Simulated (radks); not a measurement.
**Taking charge from the 5s level of Pr in fractions**

One table from this session's results is given with a row withheld; the runs are named, their logs left out.

Method: scalar-relativistic Kohn-Sham, PBEsol, spin-unpolarised, spherical densities, point nucleus. Code: radks (a radial shooting solver on a logarithmic mesh, Libxc functionals) version 1.

### The system

```
element       : praseodymium (Z = 59)
charge        : 0
electrons     : 59
configuration : [Xe] 4f3 6s2
```

Outer shells as boxes (Hund's rule):

Pr
```
[Xe] core
4f [↑ ][↑ ][↑ ][  ][  ][  ][  ]
6s [↑↓]
```

The first run:

Input:

```text
Z 59
configuration [Xe] 4f3 6s2
relativity scalar-relativistic
functional pbe_sol,pbe_sol
spin unpolarised
nucleus point
c 137.035999084
```

Steps of the session up to this table: Start: [Xe] 4f3 6s2.

One table of the session follows, with a row left open; its other results are not shown here.

It belongs to the step «Start: [Xe] 4f3 6s2». Radial moments (bohr):

| level | <r> | outermost maximum (interpolated) | 90 % within | nodes |
| --- | --- | --- | --- | --- |
| 3d | 0.2476 | 0.200 | 0.387 | 0 |
| 4s | 0.6226 | 0.579 | 0.895 | 3 |
| 4p | 0.6596 | 0.604 | 0.960 | 2 |
| 4d | 0.7275 | 0.636 | 1.09 | 1 |
| 5s | 1.507 | 1.35 | 2.17 | 4 |
| 5p | ? | ? | ? | ? |
| 6s | 4.476 | 3.85 | 6.57 | 5 |
| 4f | 1.209 | 0.693 | 2.17 | 0 |

Estimate the missing values for 5p.

**Answer.** <r>: 1.767; outermost maximum (interpolated): 1.53; 90 % within: 2.59; nodes: 3. In the column «<r>» it lies between 5s (1.507) and 6s (4.476).
